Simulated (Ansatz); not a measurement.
**CdClHO: basis-set convergence**

One table from this session's results is given with a row withheld; the runs are named, their logs left out.

The runs use Ansatz 0.2.0, Gaussian basis; one geometry, several basis sets.

Plan: PBE0-D4/def2-SVP; ωB97M-V/def2-SVP; PBE0-D4/def2-QZVPP; ωB97M-V/def2-QZVPP; the functionals' def2-TZVPP values are taken from earlier runs.

**The geometry**

The geometry comes from an earlier relaxation with PBE0-D4 in a triple-zeta def2 set; it is a stationary point. Cd takes the def2 core potential; no spin-orbit term is included.

SMILES `[OH][Cd][Cl]`, 4 atoms, charge 0, spin multiplicity 1.

Atoms are counted from 1 here; the program's logs count them from 0.

Bond lengths: O1–Cd2 1.960 Å, O1–H4 0.960 Å, Cd2–Cl3 2.263 Å. Angles: Cd2–O1–H4 112.7°, O1–Cd2–Cl3 176.3°.

Coordinates:

```xyz
4

O    -0.9427    0.7619   -0.7949
Cd    0.5137   -0.1319    0.1655
Cl    2.2870   -1.0714    1.2104
H    -1.8025    0.3811   -0.6012
```

The first run:

Input file in.yaml:

```yaml
crystal:
  periodic: [false, false, false]
  atoms:
    - {symbol: O, position_ang: [-0.942667, 0.761850, -0.794890]}
    - {symbol: Cd, position_ang: [0.513684, -0.131874, 0.165509]}
    - {symbol: Cl, position_ang: [2.287012, -1.071375, 1.210380]}
    - {symbol: H, position_ang: [-1.802528, 0.381098, -0.601200]}
basis:
  gaussian: {orbitals: def2-SVP}
hamiltonian: {xc: pbe0, dispersion: d4}
output: {orbitals: {seedname: orbitals}}
```

Among the steps run: PBE0-D4 in def2-SVP; ωB97M-V in def2-SVP; PBE0-D4 in def2-QZVPP; ωB97M-V in def2-QZVPP.

One of the session's tables, all rows but one given; the rest of the session is left out.

It belongs to the step «Density functionals: the series». 

```
functional       basis  HOMO (eV)  LUMO (eV)
   PBE0-D4    def2-SVP      -8.00      -1.60
   PBE0-D4  def2-TZVPP      -8.34      -1.80
   PBE0-D4  def2-QZVPP      -8.41      -1.86
   ωB97M-V    def2-SVP     -10.35       0.23
   ωB97M-V  def2-TZVPP          ?          ?
   ωB97M-V  def2-QZVPP     -10.81      -0.28
```

Q: Estimate the row for ωB97M-V, def2-TZVPP from the others.

As computed: HOMO (eV): -10.73; LUMO (eV): -0.04. In the column «HOMO (eV)» it lies between ωB97M-V, def2-QZVPP (-10.81) and ωB97M-V, def2-SVP (-10.35).
